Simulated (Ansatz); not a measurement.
# C₃H₇F₂In: one species, many methods

An exercise on one series of results from a longer session: the logs are not shown, and one member is left open.

Method: functionals in def2-TZVPP, the program's frozen cores in correlated methods; program: Ansatz 0.2.0, Gaussian basis.

Plan: LDA (SPW92), PBE-D4, revPBE-D4, BLYP-D4, r2SCAN-D4, B97M-V, PBE0-D4, B3LYP-D4, r2SCANh-D4, r2SCAN0-D4, HSE06-D4, BHLYP-D4, CAM-B3LYP-D4, LC-ωPBE, ωB97X-V, ωB97M-V, B2PLYP, PBE-QIDH; CCSD(T)/def2-SVP; MP2/def2-TZVPP; MP2/def2-QZVPP; RPA on PBE.

## Structure used throughout

All runs share one geometry, relaxed beforehand with PBE0-D4 in a triple-zeta def2 set. In takes the def2 core potential; no spin-orbit term is included.

13 atoms, charge 0, spin multiplicity 1.

Atoms are counted from 1 here; the program's logs count them from 0.

Bond lengths: C1–C2 1.521 Å, C1–H7 1.096 Å, C1–H8 1.093 Å, C1–H9 1.092 Å, C2–C3 1.521 Å, C2–In4 2.158 Å, C2–H10 1.095 Å, C3–H11 1.093 Å, C3–H12 1.096 Å, C3–H13 1.092 Å, In4–F5 1.949 Å, In4–F6 1.950 Å. Angles: C2–C1–H7 109.6°, C2–C1–H8 111.9°, C2–C1–H9 112.6°, H7–C1–H8 107.0°, H7–C1–H9 107.7°, H8–C1–H9 107.8°, C1–C2–C3 112.9°, C1–C2–In4 111.1°, C1–C2–H10 109.2°, C3–C2–In4 111.2°, C3–C2–H10 109.3°, In4–C2–H10 102.6°, C2–C3–H11 111.9°, C2–C3–H12 109.6°, C2–C3–H13 112.6°, H11–C3–H12 107.0°, H11–C3–H13 107.7°, H12–C3–H13 107.7° and more.

Set-up of the first run:

Contents of in.yaml:

```yaml
crystal:
  periodic: [false, false, false]
  atoms:
    - {symbol: C, position_ang: [-0.676991, -0.336775, 1.315283]}
    - {symbol: C, position_ang: [0.346550, 0.108741, 0.282504]}
    - {symbol: C, position_ang: [0.994666, -1.055944, -0.449414]}
    - {symbol: In, position_ang: [-0.513802, 1.520336, -1.105073]}
    - {symbol: F, position_ang: [0.022983, 1.818545, -2.955231]}
    - {symbol: F, position_ang: [-1.984010, 2.751214, -0.752696]}
    - {symbol: H, position_ang: [-0.194709, -0.989667, 2.052198]}
    - {symbol: H, position_ang: [-1.489667, -0.910626, 0.862647]}
    - {symbol: H, position_ang: [-1.121776, 0.501393, 1.854856]}
    - {symbol: H, position_ang: [1.122731, 0.702112, 0.776449]}
    - {symbol: H, position_ang: [0.258728, -1.661700, -0.984205]}
    - {symbol: H, position_ang: [1.488591, -1.715126, 0.274090]}
    - {symbol: H, position_ang: [1.746716, -0.732493, -1.171408]}
basis:
  gaussian: {orbitals: def2-TZVPP}
hamiltonian: {xc: lda}
output: {orbitals: {seedname: orbitals}}
```

On the command line:

```
$ ansatz run in.yaml --threads 4 --pin off --events-out ev --progress --plain --max-ram 11315MiB
```

Among the steps run: LDA; PBE-D4 (GGA); revPBE-D4 (GGA); BLYP-D4 (GGA); r2SCAN-D4 (meta-GGA); B97M-V (meta-GGA); B3LYP-D4 (hybrid); r2SCANh-D4 (hybrid); r2SCAN0-D4 (hybrid); HSE06-D4 (hybrid); BHLYP-D4 (hybrid); CAM-B3LYP-D4 (range-separated); LC-ωPBE (range-separated); ωB97X-V (range-separated); ωB97M-V (range-separated); B2PLYP (double hybrid); PBE-QIDH (double hybrid).

One of the session's tables, all rows but one given; the rest of the session is left out.

It belongs to the step «Orbital energies across the functionals». 

```
  functional  HOMO (eV)  LUMO (eV)  gap (eV)
 LDA (SPW92)      -7.21      -2.84      4.37
      PBE-D4      -6.99      -2.54      4.45
   revPBE-D4      -6.91      -2.40      4.51
     BLYP-D4      -6.91      -2.52      4.38
   r2SCAN-D4      -7.22      -2.29      4.93
      B97M-V      -7.25      -2.47      4.77
     PBE0-D4      -8.21      -1.65      6.56
    B3LYP-D4      -8.05      -2.00      6.05
  r2SCANh-D4      -7.69      -1.98      5.71
  r2SCAN0-D4      -8.38      -1.51      6.87
    HSE06-D4      -7.82      -2.02      5.80
    BHLYP-D4      -9.34      -0.86      8.48
CAM-B3LYP-D4      -9.55      -0.76      8.79
     LC-ωPBE     -10.76       0.57     11.33
     ωB97X-V          ?          ?         ?
     ωB97M-V     -10.35       0.15     10.50
```

Q: Estimate the row for ωB97X-V from the others.

**Answer.** HOMO (eV): -10.44; LUMO (eV): 0.38; gap (eV): 10.82. In the column «HOMO (eV)» it lies between LC-ωPBE (-10.76) and ωB97M-V (-10.35).
